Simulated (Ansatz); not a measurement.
# BaY3Si: the cost of one run

Method: DFT PBE, scalar-relativistic, plane waves, PAW, in Ansatz 0.2.0.

1 further run of the same task is left out (it didn't finish).

## (1) The structure to begin with

The structure is cubic, space group Pm-3m (No. 221). Conventional cell: a = 5.073 Å, b = 5.073 Å, c = 5.073 Å, α = 90.00°, β = 90.00°, γ = 90.00°. Ba (site symmetry m-3m) has 6 Y at 2.54 Å as nearest neighbours. Y (site symmetry 4/mmm) has 2 Ba at 2.54 Å and 8 Y at 3.59 Å and 4 Si at 3.59 Å as nearest neighbours. Around Si (site symmetry m-3m) lie 12 Y at 3.59 Å.

Structure file:

```
Ba Y Si
1.0
     5.07330    0.00000    0.00000
     0.00000    5.07330    0.00000
     0.00000    0.00000    5.07330
Ba Y Si
1 3 1
Cartesian
  2.5367 2.5367 2.5367
  0.0000 2.5367 2.5367
  2.5367 0.0000 2.5367
  2.5367 2.5367 0.0000
  0.0000 0.0000 0.0000
```

Recipe of the guess: species swapped into a database cell of Ca3GeN (Pm-3m, No. 221), with Y on the Ca sites, Si on the Ge sites and Ba on the N sites. Its size is a rough estimate.

## (2) A first look at the guess

Contents of input.yaml:

```yaml
crystal:
  lattice:
    - [5.07330454, 0.0, 0.0]
    - [0.0, 5.07330454, 0.0]
    - [0.0, 0.0, 5.07330454]
  atoms:
    - { symbol: Ba, position: [0.5, 0.5, 0.5] }
    - { symbol: "Y", position: [0.0, 0.5, 0.5] }
    - { symbol: "Y", position: [0.5, 0.0, 0.5] }
    - { symbol: "Y", position: [0.5, 0.5, 0.0] }
    - { symbol: Si, position: [0.0, 0.0, 0.0] }
basis:
  ecutwfc: 420
kpoints:
  mp_grid: { grid: [4, 4, 4] }
hamiltonian:
  xc: pbe
scf:
  occupations: { method: gaussian, width: 0.1 }
  lower_state_search: "off"
output:
  forces: true
  stress: true
  eigenvalues: true
```

Launch:

```console
> ansatz run input.yaml --threads 1 --pin off --max-ram 2560MiB --backend cpu --events-out ev --progress --plain --runs-dir out
```

What time and memory should one allow on 1 thread of Arm Neoverse V2, shared host?

About 2.5 s, with a peak of 0.37 GiB.
